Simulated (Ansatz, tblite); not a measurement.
# The cluster Rb₂Pb₂Br₆: one state, many levels

An exercise on one series of results from a longer session: the logs are not shown, and one member is left open.

Method: as each input shows; program: Ansatz 0.2.0, Gaussian basis.

Plan: GFN1-xTB, GFN2-xTB, PBE-D4/def2-SVP, r2SCAN-D4/def2-SVP, MP2/def2-SVP, RPA/def2-SVP.

10 further runs of the same task are left out: 8 that didn't finish, 2 set aside as unsound or not needed.

## The structure

The geometry is that of the singlet, from an earlier relaxation (PBE-D4/def2-SVP). At that level it is the lowest of the isomers that a small search found.

10 atoms, charge 0, spin multiplicity 1.

Bond lengths: Rb1–Br5 3.373 Å, Rb1–Br7 3.335 Å, Rb1–Br9 3.360 Å, Rb1–Br10 3.600 Å, Rb2–Br8 3.241 Å, Rb2–Br9 3.284 Å, Rb2–Br10 3.522 Å, Pb3–Br5 2.836 Å, Pb3–Br6 3.083 Å, Pb3–Br7 2.873 Å, Pb3–Br10 2.970 Å, Pb4–Br6 2.920 Å, Pb4–Br8 2.841 Å, Pb4–Br9 3.149 Å, Pb4–Br10 3.026 Å. Angles: Br5–Rb1–Br7 74.3°, Br5–Rb1–Br9 84.7°, Br5–Rb1–Br10 71.0°, Br7–Rb1–Br9 135.0°, Br7–Rb1–Br10 69.1°, Br9–Rb1–Br10 66.5°, Br8–Rb2–Br9 84.0°, Br8–Rb2–Br10 76.8°, Br9–Rb2–Br10 68.3°, Br5–Pb3–Br6 83.4°, Br5–Pb3–Br7 90.3°, Br5–Pb3–Br10 88.6°, Br6–Pb3–Br7 162.2°, Br6–Pb3–Br10 78.4°, Br7–Pb3–Br10 84.8°, Br6–Pb4–Br8 96.6°, Br6–Pb4–Br9 154.7°, Br6–Pb4–Br10 80.1° and more.

Coordinates:

```xyz
10
Br6Pb2Rb2
Rb    2.6319   -1.5766   -0.5073
Rb    1.4802    3.3313    1.3836
Pb   -1.3650   -2.3705    0.7168
Pb   -0.9322    1.1511   -1.1422
Br   -0.3902   -2.0531   -1.9275
Br   -3.3366   -0.1531   -0.1218
Br    1.0420   -3.7532    1.4563
Br   -1.4311    3.7004    0.0082
Br    2.1717    1.6441   -1.3473
Br    0.1293    0.0797    1.4813
```

Pb, Rb take a core potential in the def2 sets. No spin-orbit coupling is included.

PBE0-D4/def2-SVP was run before; its log isn't repeated, and its numbers join the tables.

Set-up of the first run:

Tight binding, by tblite at 300 K electronic temperature and without a spin-polarisation term:

```python
tblite.interface.Calculator('GFN1-xTB', numbers, positions, charge=0, uhf=0).singlepoint()
```

Tight binding, by tblite at 300 K electronic temperature and without a spin-polarisation term:

```python
tblite.interface.Calculator('GFN2-xTB', numbers, positions, charge=0, uhf=0).singlepoint()
```

start.molden holds the orbitals of an earlier run on this state, given as this run's starting guess.

Input file in.yaml:

```yaml
crystal:
  periodic: [false, false, false]
  atoms:
    - {symbol: Rb, position_ang: [2.631918, -1.576641, -0.507265]}
    - {symbol: Rb, position_ang: [1.480169, 3.331252, 1.383621]}
    - {symbol: Pb, position_ang: [-1.364981, -2.370523, 0.716764]}
    - {symbol: Pb, position_ang: [-0.932196, 1.151132, -1.142237]}
    - {symbol: Br, position_ang: [-0.390203, -2.053074, -1.927462]}
    - {symbol: Br, position_ang: [-3.336642, -0.153134, -0.121787]}
    - {symbol: Br, position_ang: [1.042046, -3.753247, 1.456250]}
    - {symbol: Br, position_ang: [-1.431096, 3.700421, 0.008153]}
    - {symbol: Br, position_ang: [2.171684, 1.644093, -1.347304]}
    - {symbol: Br, position_ang: [0.129310, 0.079732, 1.481276]}
basis:
  gaussian: {orbitals: def2-SVP, initial_orbitals: start.molden}
hamiltonian: {xc: pbe, dispersion: d4}
scf: {omitted_lower_state_checks: [starts]}
output: {orbitals: {seedname: orbitals}}
```

Run with:

```
$ ansatz run in.yaml --threads 6 --pin off --events-out ev --progress --plain --max-ram 7833MiB
```

Steps of the session up to this table: PBE-D4/def2-SVP; r2SCAN-D4/def2-SVP; MP2/def2-SVP; RPA/def2-SVP.

One of the session's tables, all rows but one given; the rest of the session is left out.

It belongs to the step «Binding energy». 

```
             level  binding an atom (eV)
       HF/def2-SVP                 1.870
   PBE-D4/def2-SVP                 2.760
r2SCAN-D4/def2-SVP                 2.732
  PBE0-D4/def2-SVP                     ?
      RPA/def2-SVP                 2.093
      MP2/def2-SVP                 2.532
```

Q: Estimate the row for PBE0-D4/def2-SVP from the others.

**Answer.** binding an atom (eV): 2.694. In the column «binding an atom (eV)» it lies between MP2/def2-SVP (2.532) and r2SCAN-D4/def2-SVP (2.732).

Caveats from the session: Free atoms were run apart at each level; binding is atoms less cluster, divided by the number of atoms, without zero-point or spin-orbit terms.
